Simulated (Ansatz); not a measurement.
# AlBrClH3OSi: a ladder of functionals and wavefunction methods

The task here is to estimate one member of a computed series from the others.

The runs use Ansatz 0.2.0, Gaussian basis; functionals in def2-TZVPP, the program's frozen cores in correlated methods.

Levels to be run: LDA (SPW92), PBE-D4, revPBE-D4, BLYP-D4, r2SCAN-D4, B97M-V, PBE0-D4, B3LYP-D4, r2SCANh-D4, r2SCAN0-D4, HSE06-D4, BHLYP-D4, CAM-B3LYP-D4, LC-ωPBE, ωB97X-V, ωB97M-V, B2PLYP, PBE-QIDH; CCSD(T)/def2-SVP; CCSD(T)/def2-TZVPP; MP2/def2-QZVPP; extrapolation to the limit; RPA on PBE.

### The relaxed structure

An earlier PBE0-D4 in a triple-zeta def2 set relaxation fixed the geometry.

SMILES `[SiH3][O][Al]([Cl])[Br]`, 8 atoms, charge 0, spin multiplicity 1.

Atoms are counted from 1 here; the program's logs count them from 0.

Bond lengths: Si1–O2 1.630 Å, Si1–H6 1.485 Å, Si1–H7 1.486 Å, Si1–H8 1.485 Å, O2–Al3 1.659 Å, Al3–Cl4 2.073 Å, Al3–Br5 2.230 Å. Angles: O2–Si1–H6 109.5°, O2–Si1–H7 110.0°, O2–Si1–H8 109.4°, H6–Si1–H7 109.2°, H6–Si1–H8 109.4°, H7–Si1–H8 109.3°, Si1–O2–Al3 174.3°, O2–Al3–Cl4 120.1°, O2–Al3–Br5 120.3°, Cl4–Al3–Br5 119.6°.

Set-up of the first run:

Input file in.yaml:

```yaml
crystal:
  periodic: [false, false, false]
  atoms:
    - {symbol: Si, position_ang: [-1.239229, -0.098543, 0.848945]}
    - {symbol: O, position_ang: [0.138424, -0.095446, -0.022587]}
    - {symbol: Al, position_ang: [1.486511, 0.046469, -0.979767]}
    - {symbol: Cl, position_ang: [2.948002, -1.423790, -0.940077]}
    - {symbol: Br, position_ang: [1.738510, 1.815236, -2.314172]}
    - {symbol: H, position_ang: [-1.746326, -1.488939, 0.971845]}
    - {symbol: H, position_ang: [-2.266072, 0.739003, 0.177360]}
    - {symbol: H, position_ang: [-0.967620, 0.448910, 2.202653]}
basis:
  gaussian: {orbitals: def2-TZVPP}
hamiltonian: {xc: lda}
output: {orbitals: {seedname: orbitals}}
```

Among the steps run: LDA; PBE-D4 (GGA); revPBE-D4 (GGA); BLYP-D4 (GGA); r2SCAN-D4 (meta-GGA); B97M-V (meta-GGA); PBE0-D4 (hybrid); B3LYP-D4 (hybrid); r2SCANh-D4 (hybrid); r2SCAN0-D4 (hybrid); HSE06-D4 (hybrid); BHLYP-D4 (hybrid); CAM-B3LYP-D4 (range-separated); LC-ωPBE-D4 (range-separated; the results give it without D4); ωB97X-V (range-separated); ωB97M-V (range-separated); B2PLYP (double hybrid); PBE-QIDH (double hybrid).

One table of the session follows, with a row left open; its other results are not shown here.

It belongs to the step «Orbital energies across the functionals». 

```
  functional  HOMO (eV)  gap (eV)
 LDA (SPW92)      -7.54      5.20
      PBE-D4      -7.40      5.36
   revPBE-D4      -7.35      5.46
     BLYP-D4      -7.24      5.29
   r2SCAN-D4      -7.76      6.14
      B97M-V      -7.84      6.03
     PBE0-D4      -8.76      7.57
    B3LYP-D4          ?         ?
  r2SCANh-D4      -8.25      6.91
  r2SCAN0-D4      -8.99      8.04
    HSE06-D4      -8.36      6.80
    BHLYP-D4      -9.92      9.56
CAM-B3LYP-D4     -10.09      9.83
     LC-ωPBE     -11.50     12.51
     ωB97X-V     -11.13     11.93
     ωB97M-V     -10.99     11.49
```

Q: Estimate the row for B3LYP-D4 from the others.

Worked estimate for «HOMO (eV)». Against the share of exact exchange, BLYP-D4 (0, -7.24), BHLYP-D4 (0.5, -9.92) give a slope of -5.36 per unit share; at 0.2 the line stands at -8.31.

As computed: HOMO (eV): -8.48; gap (eV): 7.03. In «HOMO (eV)» the line misses by +0.17.
